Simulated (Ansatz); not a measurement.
# SiHSe (quartet): inputs that go wrong

3 inputs are run for SiHSe (quartet) as typed; the log has to tell whether the result can be used and what must change.

Computed with Ansatz 0.2.0, Gaussian basis. Level: the settings change from run to run.

28 further runs of the same task are left out: 14 that didn't finish, 14 set aside as unsound or not needed.

**1. What is computed**

The geometry is a PBE0/def2-TZVP stationary point (not a proven minimum). No spin-orbit coupling is included. The filled d shell of Se may be among the frozen orbitals whatever the setting's name suggests; the logs give the count.

3 atoms, charge 0, spin multiplicity 4.

Atoms are counted from 1 here; the program's logs count them from 0.

Bond lengths: Si1–Se2 2.313 Å, Si1–H3 1.497 Å. Angles: Se2–Si1–H3 117.0°.

**2. Attempt 1**

Contents of in.yaml:

```yaml
crystal:
  periodic: [false, false, false]
  atoms:
    - {symbol: Si, position_ang: [0.000000, -0.102205, 1.681089]}
    - {symbol: Se, position_ang: [0.000000, 0.021114, -0.628981]}
    - {symbol: H, position_ang: [0.000000, 1.193815, 2.430780]}
basis:
  gaussian: {orbitals: cc-pVDZ}
magnetization: {spin_polarized: true, initial_magnetization: 4}
hamiltonian: {xc: {name: r2SCAN}}
correlation: {method: ccsd, electrons: all}
```

Command:

```console
ansatz run in.yaml --threads 1 --pin off --events-out ev --progress --plain --max-ram 2393MiB
```

The program printed:

```text
Error: a molecule whose nuclei and cores have a total charge of 49 cannot have a net charge of 0 together with 4 unpaired electrons
```

Wall time 0.07 s (1 thread of AMD EPYC, shared host).

**Diagnosis.** The run was refused. The number of unpaired electrons doesn't fit the electron count. Cure: make charge and initial_magnetization agree.

**3. Attempt 2**

Contents of in.yaml:

```yaml
crystal:
  periodic: [false, false, false]
  atoms:
    - {symbol: Si, position_ang: [0.000000, -0.102205, 1.681089]}
    - {symbol: Se, position_ang: [0.000000, 0.021114, -0.628981]}
    - {symbol: H, position_ang: [0.000000, 1.193815, 2.430780]}
basis:
  gaussian: {orbitals: STO-3G}
magnetization: {spin_polarized: false, initial_magnetization: 3}
correlation: {active_space: {window: {electrons: 5, orbitals: 5}, states: [{multiplicity: 4, irrep: Sigma, weights: [1]}]}}
scf: {lower_state_search: off}
```

Launched as before.

The program printed:

```text
Functional definition: HF
  name "HF"
  cite "Fock, Z. Phys. 61, 126 (1930) doi:10.1007/BF01340294"
  parent pbe
  exchange = exact_x
  correlation = 0
these checks for a lower state are left out or cut short: stability, starts, cluster_reference, orbital_swaps, neighbouring_geometries, increment
the irreps are read with x along [0.000, 1.000, 0.000], y along [0.000, 0.000, 1.000] and z along [1.000, 0.000, 0.000] of the geometry given
373 factors; integrals over basis functions are off by at most 6.0e-8 eV
mean field evaluation 1: about -72372.0457 eV, gradient 6.1e0 eV
mean field evaluation 2: about -72372.0583 eV, gradient 6.1e0 eV
mean field evaluation 4: about -72372.6355 eV, gradient 6.7e-1 eV
mean field evaluation 8: about -72372.6440 eV, gradient 7.9e-7 eV
mean field -72372.64396261 eV, -2659.6456096860 hartree, gradient 4.1e-6 eV, S^2 3.750000; 0 other end points of the search recorded, 0 dependent functions left out
reference -72372.64396261 eV, -2659.6456096860 hartree; 26, 23 occupied and 2, 5 virtual orbitals, 373 factors
Error: the irrep Sigma is not accepted for these orbitals, which take A', A'', or 1 to 2
```

It took 0.73 s on 1 thread of AMD EPYC, shared host.

**Diagnosis.** The run stopped with an error. The symmetry label isn't in the molecule's group. To mend it, name an irrep that the log lists.

**4. Attempt 3**

Contents of in.yaml:

```yaml
crystal:
  periodic: [false, false, false]
  atoms:
    - {symbol: Si, position_ang: [0.000000, -0.102205, 1.681089]}
    - {symbol: Se, position_ang: [0.000000, 0.021114, -0.628981]}
    - {symbol: H, position_ang: [0.000000, 1.193815, 2.430780]}
basis:
  gaussian: {orbitals: "6-31G*"}
magnetization: {spin_polarized: true, initial_magnetization: 3}
correlation: {method: mp2, electrons: outside_noble_gas}
nroots: 3
output: {forces: true}
```

Same command.

The program printed:

```text
Error: YAML parse error: error: line 11 column 1: unknown field `nroots`, expected one of crystal, accuracy, basis, kpoints, hamiltonian, magnetization, projection, total_charge, correlation, batch, efield, external_charges, scf, relax, neb, saddle, md, ramp, phonons, dielectric, real_time, elastic, magnetic_configurations, gw, evaluate, workflow, output, checkpoint, execution
  --> <input>:11:1
   |
 9 | magnetization: {spin_polarized: true, initial_magnetization: 3}
10 | correlation: {method: mp2, electrons: outside_noble_gas}
11 | nroots: 3
   | ^ unknown field `nroots`, expected one of crystal, accuracy, basis, kpoints, hamiltonian, magnetization, projection, total_charge, correlation, batch, efield, external_charges, scf, relax, neb, saddle, md, ramp, phonons, dielectric, real_time, elastic, magnetic_configurations, gw, evaluate, workflow, output, checkpoint, execution
12 | output: {forces: true}
   |
```

Wall time 0.11 s (1 thread of AMD EPYC, shared host).

What is wrong: The run was refused. The input holds a key that the program doesn't read here. To mend it, remove it or spell it as the reference does.

**5. How the runs ended**

```
attempt               level                ended                                                            cause    time
      1        CCSD/cc-pVDZ              refused  the number of unpaired electrons doesn't fit the electron count  0.07 s
      2  CASSCF(5,5)/STO-3G  stopped by an error                 the symmetry label isn't in the molecule's group  0.73 s
      3   MP2 on UHF/6-31G*              refused         the input holds a key that the program doesn't read here  0.11 s
```

2 refused, 1 stopped by an error.
